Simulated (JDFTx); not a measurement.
ZrB:

```
CELL_PARAMETERS angstrom
0.00000 2.32500 2.32500
2.32500 0.00000 2.32500
2.32500 2.32500 0.00000
ATOMIC_POSITIONS crystal
Zr 0.00000 0.00000 0.00000
B 0.50000 0.50000 0.50000
```

- Program: JDFTx 1.7.0 (patched build)
- Task: single point
- Functional: PBEsol
- Potentials or basis: PseudoDojo-SR-PBEsol-0.4.1-standard with smoothed tails
- Cutoff: 1034 eV
- Density cutoff: 8272 eV
- k mesh: 10 × 10 × 10
- Occupations: fermi-dirac, width 0.05 eV
- Spin: no spin polarisation

On this cell: pressure 29.3 GPa; largest force zero by symmetry; band gap on the k mesh none (metal or under the smearing width).

The same run follows on a disturbed copy (atoms moved at random, drawn with an rms of 0.05 Å):

```xyz
2
Lattice="0.0000 2.3250 2.3250 2.3250 0.0000 2.3250 2.3250 2.3250 0.0000" Properties=species:S:1:pos:R:3 pbc="T T T"
Zr    0.0327    0.0060    0.0193
B     2.3402    2.3660    2.3105
```

Q: What changes?

A: The energy (extrapolated to zero smearing) moves by +6.4 meV/atom; pressure 29.5 GPa; largest force 0.507 eV/Å; band gap on the k mesh none (metal or under the smearing width).

Forces in eV/Å, atoms in the order of the input:
```
Zr  -0.171  0.343 -0.331
B    0.171 -0.343  0.331
```

Stress tensor (GPa, compression positive):
```
29.33  0.07 -0.07
 0.07 29.58  0.13
-0.07  0.13 29.56
```

Caveats: a pressure of tens of GPa on the cell as given is suspect, and the run, the potentials or the cell itself is likely at fault (some runs).
